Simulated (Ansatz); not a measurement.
**PBE0/cc-pVDZ run of CH4F2Si (SMILES C[SiH](F)F)**

What is the vertical singlet–triplet gap of CH4F2Si at PBE0/cc-pVDZ? 

Program for the calculation: Ansatz 0.2.0.

61 further runs of the same task are left out: 1 that didn't finish, 60 set aside as unsound or not needed.

### 1 The system as given

The species is CH4F2Si (8 atoms), meant as a singlet with charge 0. As SMILES, `C[SiH](F)F`. The shape is that of a PBE0-D4/def2-TZVP optimisation.

Bond lengths: C1–Si2 1.840 Å, Si2–F3 1.591 Å, Si2–F4 1.591 Å, C1–H5 1.092 Å, C1–H6 1.093 Å, C1–H7 1.093 Å, Si2–H8 1.477 Å. Some angles: C1–Si2–F3 109.8°, C1–Si2–F4 109.8°, F3–Si2–F4 106.8°, C1–Si2–H8 114.8°, F3–Si2–H8 107.6°, F4–Si2–H8 107.6°, Si2–C1–H5 110.7°, Si2–C1–H6 110.6°, Si2–C1–H7 110.6°, H5–C1–H6 108.3°.

### 2 The energy at PBE0/cc-pVDZ

Contents of run.yaml:

```yaml
crystal:
  periodic: [false, false, false]
  atoms:
    - {symbol: C, position_ang: [-0.387100, 0.881700, -0.174700]}
    - {symbol: Si, position_ang: [0.329300, -0.775200, 0.180600]}
    - {symbol: F, position_ang: [1.916300, -0.678300, 0.226700]}
    - {symbol: F, position_ang: [-0.035400, -1.783900, -0.994000]}
    - {symbol: H, position_ang: [-0.013400, 1.269000, -1.125400]}
    - {symbol: H, position_ang: [-0.122700, 1.591000, 0.613300]}
    - {symbol: H, position_ang: [-1.476800, 0.824400, -0.231400]}
    - {symbol: H, position_ang: [-0.118100, -1.385700, 1.449000]}
basis:
  gaussian:
    orbitals: cc-pVDZ
magnetization:
  spin_polarized: false
hamiltonian:
  xc: pbe0
output: {orbitals: {seedname: orbitals}}
accuracy: high
```

Run with:

```bash
$ ansatz run run.yaml --threads 1 --pin off --max-ram 3480MiB --events-out events.jsonl --progress --plain --runs-dir runs
```

The log of the run:

```text
Warning: RAYON_NUM_THREADS=1 ignored (pool sized by the plan → 1); use --threads N
Functional definition: PBE0
  name "PBE0"
  parameter a = 0.25
  parameter kappa = 0.804
  parameter beta = 0.06672455060314922
  exchange = (1 - a)*pbe_x(kappa = kappa, mu = beta*pi^2/3) + a*exact_x
  correlation = pbe_c(beta = beta)
1820 factors; integrals over basis functions are off by at most 3.9e-9 eV
mean field evaluation 1: about -14401.8434 eV, gradient 5.2e1 eV
mean field evaluation 2: about -14400.0351 eV, gradient 6.1e1 eV
mean field evaluation 4: about -14407.0105 eV, gradient 1.7e0 eV
mean field evaluation 8: about -14407.1752 eV, gradient 1.5e-1 eV
mean field evaluation 16: about -14407.1752 eV, gradient 2.4e-5 eV
mean field -14407.17522938 eV, -529.4539241455 hartree, gradient 7.1e-8 eV, S^2 0.000000; 0 other end points of the search recorded, 0 dependent functions left out
reference -14407.17523171 eV, -529.4539242313 hartree; 21, 21 occupied and 59, 59 virtual orbitals, 1820 factors
Total energy: -14407.17523171 eV, -529.4539242313 hartree
```

Wall time 8.7 s (1 thread of Arm Neoverse V1, shared host); peak memory 0.25 GiB.

### 3 The triplet

run.yaml: that of step 2 with these lines changed.

```diff
@@ -1 +1,3 @@
+basis:
+  gaussian: {orbitals: cc-pVDZ}
 crystal:
@@ -11,10 +13,5 @@
     - {symbol: H, position_ang: [-0.118100, -1.385700, 1.449000]}
-basis:
-  gaussian:
-    orbitals: cc-pVDZ
-magnetization:
-  spin_polarized: false
-hamiltonian:
-  xc: pbe0
+magnetization: {spin_polarized: true, initial_magnetization: 2}
+accuracy: high
 output: {orbitals: {seedname: orbitals}}
-accuracy: high
+hamiltonian: {xc: pbe0}
```

Run with:

```bash
$ ansatz run run.yaml --threads 1 --pin off --max-ram 3480MiB --events-out events.jsonl --progress --plain --runs-dir runs
```

The log of the run, shortened:

```text
Warning: RAYON_NUM_THREADS=1 ignored (pool sized by the plan → 1); use --threads N
[... 7 set-up lines as earlier in the session ...]
1820 factors; integrals over basis functions are off by at most 3.9e-9 eV
mean field evaluation 1: about -14391.1136 eV, gradient 3.7e1 eV
mean field evaluation 2: about -14381.4321 eV, gradient 5.3e1 eV
mean field evaluation 4: about -14397.2689 eV, gradient 7.2e0 eV
mean field evaluation 8: about -14398.0361 eV, gradient 1.3e0 eV
mean field evaluation 16: about -14398.3798 eV, gradient 1.3e0 eV
mean field evaluation 32: about -14398.4198 eV, gradient 5.2e-1 eV
mean field -14398.50925665 eV, -529.1354555219 hartree, gradient 2.7e-8 eV, S^2 2.003765; 4 other end points of the search recorded, 0 dependent functions left out
reference -14398.50925935 eV, -529.1354556211 hartree; 22, 20 occupied and 58, 60 virtual orbitals, 1820 factors
Total energy: -14398.50925935 eV, -529.1354556211 hartree
```

Wall time 25 s (1 thread of Arm Neoverse V1, shared host); peak memory 0.36 GiB.

### 4 Outcome

At PBE0/cc-pVDZ:

| quantity | value |
| --- | --- |
| singlet: total energy | -529.45392 Eh |
| singlet: HOMO energy | -9.25 eV |
| singlet: LUMO energy | 1.60 eV |
| singlet: HOMO–LUMO gap | 10.84 eV |
| triplet: total energy | -529.13546 Eh |
| triplet: HOMO energy (highest over α and β) | -0.81 eV |
| triplet: ⟨S²⟩ | 2.004 |
| vertical energy of the triplet above the singlet | 8.666 eV |

What this shows: At this shape the triplet lies 8.67 eV (836 kJ/mol) above the singlet.
